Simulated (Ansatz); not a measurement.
# TaN (quintet): wave-function methods side by side, def2-SVP

The task here is to estimate one member of a computed series from the others.

The runs use Ansatz 0.2.0, Gaussian basis; def2-SVP, core rule «outside noble gas», up to 5 orbitals frozen.

Plan: UHF; CCSD(T) on ROHF; CCSD(T) on UHF; CISD as a restricted active space (open shells left free, so some higher excitations enter); CCSDT(Q) on ROHF; CCSDT(Q) on UHF; CASSCF and MRCISD+Q, 10 electrons in 10 orbitals; CASSCF and NEVPT4(SD), 10 electrons in 10 orbitals; CASSCF and NEVPT2, 10 electrons in 10 orbitals.

23 further runs of the same task are left out: 7 for a known fault of the program, 6 that didn't finish, 10 set aside as unsound or not needed. Runs told in other sessions of the task aren't counted.

### The system

The geometry is a PBE0/def2-TZVP stationary point (not a proven minimum) of the parent state, kept for this charge and spin. No spin-orbit coupling is included. Elements past krypton take def2 core potentials.

2 atoms, charge 0, spin multiplicity 5.

Atoms are counted from 1 here; the program's logs count them from 0.

Bond lengths: Ta1–N2 1.681 Å.

As a file:

```csv
atom,x (Å),y (Å),z (Å)
Ta1,0.00000,0.00000,0.00000
N2,0.00000,0.00000,1.68100
```

The first run:

in.yaml

```yaml
crystal:
  periodic: [false, false, false]
  atoms:
    - {symbol: Ta, position_ang: [0.000000, 0.000000, 0.000000]}
    - {symbol: N, position_ang: [0.000000, 0.000000, 1.681000]}
basis:
  gaussian: {orbitals: def2-SVP}
magnetization: {spin_polarized: true, initial_magnetization: 4}
hamiltonian: {xc: hf}
output: {orbitals: {seedname: orbitals}}
```

Started as:

```
> ansatz run in.yaml --threads 1 --pin off --events-out ev --progress --plain --max-ram 2393MiB
```

Steps of the session up to this table: UHF; CCSD(T) on ROHF; CCSD(T) on UHF; CISD as a restricted active space (open shells left free, so some higher excitations enter); CCSDT(Q) on ROHF; CCSDT(Q) on UHF; CASSCF and MRCISD+Q, 10 electrons in 10 orbitals; CASSCF and NEVPT4(SD), 10 electrons in 10 orbitals; CASSCF and NEVPT2, 10 electrons in 10 orbitals.

One table of the session follows, with a row left open; its other results are not shown here.

```
            method  from RCCSDT(Q) (kJ/mol)
              ROHF                   +662.9
               UHF                   +640.2
              RMP2                        ?
              UMP2                    +50.3
             RCCSD                    +38.0
             UCCSD                    +29.3
          RCCSD(T)                     +2.7
          UCCSD(T)                     -4.8
            RCCSDT                     +0.7
            UCCSDT                     -7.4
         RCCSDT(Q)                        0
         UCCSDT(Q)                     -9.6
    CASSCF valence                   +384.7
    NEVPT2 valence                    +85.2
NEVPT4(SD) valence                    +11.7
    MRCISD valence                    +25.1
  MRCISD+Q valence                     +3.4
```

**Question.** Estimate the row for RMP2.

As computed: from RCCSDT(Q) (kJ/mol): +51.9. In the column «from RCCSDT(Q) (kJ/mol)» it lies between UMP2 (+50.3) and NEVPT2 valence (+85.2).

Not comparable, so not listed: CISD as a restricted active space (open shells left free, so some higher excitations enter) (they don't share determinant, frozen orbitals or solution with the rows shown, or repeat one).

To keep in mind: Restricted and unrestricted rows rest on different reference determinants; a gap between their highest levels can come from leftover correlation error, from unlike frozen cores or from another state.
